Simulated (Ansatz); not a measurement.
**CHFSSe: a ladder of functionals and wavefunction methods**

One table from this session's results is given with a row withheld; the runs are named, their logs left out.

The runs use Ansatz 0.2.0, Gaussian basis; functionals in def2-TZVPP, the program's frozen cores in correlated methods.

Plan: PBE-D4, r2SCAN-D4, PBE0-D4, B3LYP-D4, ωB97X-V, ωB97M-V, B2PLYP; CCSD(T)/def2-TZVPP; CCSD(T)/def2-QZVPP; extrapolation to the limit.

### The relaxed structure

The geometry comes from an earlier relaxation with PBE0-D4 in a triple-zeta def2 set; it is a stationary point.

SMILES `FC(S)=[Se]`, 5 atoms, charge 0, spin multiplicity 1.

Atoms are counted from 1 here; the program's logs count them from 0.

Bond lengths: F1–C2 1.328 Å, C2–S3 1.731 Å, C2–Se4 1.756 Å, S3–H5 1.341 Å. Angles: F1–C2–S3 108.0°, F1–C2–Se4 122.0°, S3–C2–Se4 130.0°, C2–S3–H5 94.4°.

Geometry (Å):

| atom | x (Å) | y (Å) | z (Å) |
| --- | --- | --- | --- |
| F1 | -1.59812 | 0.28811 | 0.64871 |
| C2 | -0.47967 | -0.10922 | 0.05347 |
| S3 | 0.78258 | 0.98925 | 0.49817 |
| Se4 | -0.42937 | -1.52564 | -0.98252 |
| H5 | 1.72459 | 0.35750 | -0.21782 |

Set-up of the first run:

The input, in.yaml:

```yaml
crystal:
  periodic: [false, false, false]
  atoms:
    - {symbol: F, position_ang: [-1.598119, 0.288111, 0.648707]}
    - {symbol: C, position_ang: [-0.479670, -0.109220, 0.053467]}
    - {symbol: S, position_ang: [0.782579, 0.989246, 0.498174]}
    - {symbol: Se, position_ang: [-0.429374, -1.525641, -0.982519]}
    - {symbol: H, position_ang: [1.724585, 0.357504, -0.217819]}
basis:
  gaussian: {orbitals: def2-TZVPP}
hamiltonian: {xc: pbe, dispersion: d4}
output: {forces: true, orbitals: {seedname: orbitals}}
```

On the command line:

```console
ansatz run in.yaml --threads 2 --pin off --events-out ev --progress --plain --max-ram 22528MiB --backend cpu
```

Among the steps run: PBE-D4 (GGA); r2SCAN-D4 (meta-GGA); PBE0-D4 (hybrid); B3LYP-D4 (hybrid); ωB97X-V (range-separated); ωB97M-V (range-separated); B2PLYP (double hybrid); CCSD(T) in def2-TZVPP; CCSD(T) in def2-QZVPP.

One of the session's tables, all rows but one given; the rest of the session is left out.

```
            method  atomisation energy (kJ/mol)
            PBE-D4                       1722.2
         r2SCAN-D4                       1644.0
           PBE0-D4                       1631.1
          B3LYP-D4                            ?
           ωB97X-V                       1614.0
           ωB97M-V                       1611.6
            B2PLYP                       1587.2
     HF/def2-TZVPP                        949.4
    MP2/def2-TZVPP                       1621.8
   CCSD/def2-TZVPP                       1483.8
CCSD(T)/def2-TZVPP                       1545.0
           MP2/CBS                       1690.2
       CCSD(T)/CBS                       1613.4
```

Estimate the missing values for B3LYP-D4.

As computed: atomisation energy (kJ/mol): 1605.0. In the column «atomisation energy (kJ/mol)» it lies between B2PLYP (1587.2) and ωB97M-V (1611.6).

To keep in mind: Free atoms (1 F, 1 C, 1 S, 1 Se, 1 H) were run apart at each level; the atomisation energy is their sum less the molecule, without zero-point or spin-orbit terms.
